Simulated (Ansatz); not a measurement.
# NaB: the cost of one run

Program: Ansatz 0.2.0. Level of theory: DFT PBE, scalar-relativistic, plane waves, PAW. These are calculated values, not measurements.

**1. The starting structure**

The structure is cubic, space group Fm-3m (No. 225). Conventional cell: a = 5.368 Å, b = 5.368 Å, c = 5.368 Å, α = 90.00°, β = 90.00°, γ = 90.00°. Around Na (site symmetry m-3m) lie 6 B at 2.68 Å. B (site symmetry m-3m) is surrounded by 6 Na at 2.68 Å.

Coordinates:

```xyz
2
Lattice="0.0000 2.6839 2.6839 2.6839 0.0000 2.6839 2.6839 2.6839 0.0000" Properties=species:S:1:pos:R:3 pbc="T T T"
Na    0.0000    0.0000    0.0000
B     2.6839    2.6839    2.6839
```

It goes back to an entry of the Materials Project, which need not be the stable form.

No relaxation comes first: the listed cell is the starting point.

**2. Zero of the scan**

Input file input.yaml:

```yaml
crystal:
  lattice:
    - [0.0, 2.683869, 2.683869]
    - [2.683869, 0.0, 2.683869]
    - [2.683869, 2.683869, 0.0]
  atoms:
    - { symbol: Na, position: [0.0, 0.0, 0.0] }
    - { symbol: B, position: [0.5, 0.5, 0.5] }
basis:
  ecutwfc: 420
kpoints:
  mp_grid: { grid: [16, 16, 16] }
hamiltonian:
  xc: pbe
scf:
  occupations: { method: gaussian, width: 0.15 }
output:
  forces: true
  stress: true
  eigenvalues: true
```

**Question.** How long does this run take on 1 thread of an x86-64 CPU, shared host, and how much memory does it need?

About 2.9 s, with a peak of 0.39 GiB.
